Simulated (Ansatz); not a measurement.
Wanted: the native input for an Ansatz 0.2.0 run.

* Task: projected density of states
* Functional: PBE
* Potentials or basis: Ansatz PAW
* Cutoff: 420 eV (not typed: the program's choice for these potentials)
* k mesh: 13 × 13 × 13
* Occupations: fermi-dirac, width 0.05 eV
* Spin: collinear spin, ferromagnetic start
* Starting moments: [1.0, 1.0, 0.0, 0.6, 0.0] μB
* Hubbard terms: Ir d U = 4 eV, Mo d U = 4 eV, Ni d U = 4 eV, Pd d U = 4 eV, W d U = 4 eV
* Hubbard projectors: ortho-atomic (the default)
* Double counting: fll (the default)

NiMoIrPdW:

```
Ni Mo Pd Ir W
1.0
    -1.37004    1.37004    9.71647
     1.37004   -1.37004    9.71647
     1.37004    1.37004   -9.71647
Ni Mo Pd Ir W
1 1 1 1 1
Direct
  0.19862 0.19862 0.00000
  0.60922 0.60922 0.00000
  0.79310 0.79310 0.00000
  0.39944 0.39944 0.00000
  0.99565 0.99565 0.00000
```

The cell was built by a generator and needn't be a form met in nature.

One way to write it, as run:

input.yaml

```yaml
crystal:
  lattice:
    - [-1.37004, 1.37004, 9.71647]
    - [1.37004, -1.37004, 9.71647]
    - [1.37004, 1.37004, -9.71647]
  atoms:
    - { symbol: Ni, position: [0.19862, 0.19862, 0.0], spin: 1.0 }
    - { symbol: Mo, position: [0.60922, 0.60922, 0.0], spin: 1.0 }
    - { symbol: Pd, position: [0.7931, 0.7931, 0.0] }
    - { symbol: Ir, position: [0.39944, 0.39944, 0.0], spin: 0.6 }
    - { symbol: W, position: [0.99565, 0.99565, 0.0] }
hamiltonian:
  xc: pbe
  pseudopotentials: { kind: paw }
  hubbard:
    sites:
      - { species: Ir, l: d, u_eff: 4.0 }
      - { species: Mo, l: d, u_eff: 4.0 }
      - { species: Ni, l: d, u_eff: 4.0 }
      - { species: Pd, l: d, u_eff: 4.0 }
      - { species: W, l: d, u_eff: 4.0 }
magnetization:
  spin_polarized: true
kpoints:
  mp_grid: { grid: [13, 13, 13] }
scf:
  occupations: { method: fermi_dirac, width: 0.05 }
  n_extra_bands: 12
output:
  forces: true
  stress: true
  eigenvalues: true
  dos: { projected: true, de: 0.05, nscf_kmesh: { grid: [20, 20, 20] } }
  write_density: true
  write_potential: true
  elf: true
  volumetric_format: npy
```

Potentials or basis: Ansatz PAW.

Run with:

```console
$ ansatz run input.yaml --threads 8 --pin off --max-ram 20480MiB --backend cpu --events-out ev --progress --plain --runs-dir out
```

It gave:

* Pressure: 5.5 GPa
* Largest force: 1.017 eV/Å
* Band gap on the k mesh: none (metal or under the smearing width)
* Net moment: -0.78 μB per cell
* Absolute moment: 1.20 μB per cell
* Site moments: Ni -0.92; Mo -0.01; Pd -0.03; Ir +0.08; W +0.07 μB
* Density of states at the Fermi level: 2.99 states/eV per cell

Caveat: the magnetic or orbital state may not be the lowest; the U is typed as a test and isn't derived for this compound; forces of over 1 eV/Å show positions far from the minimum, so gaps and moduli don't describe the material at rest.

Run time: 13 min on 8 threads of Arm Neoverse V1, on a shared host, peak memory 14 GiB.
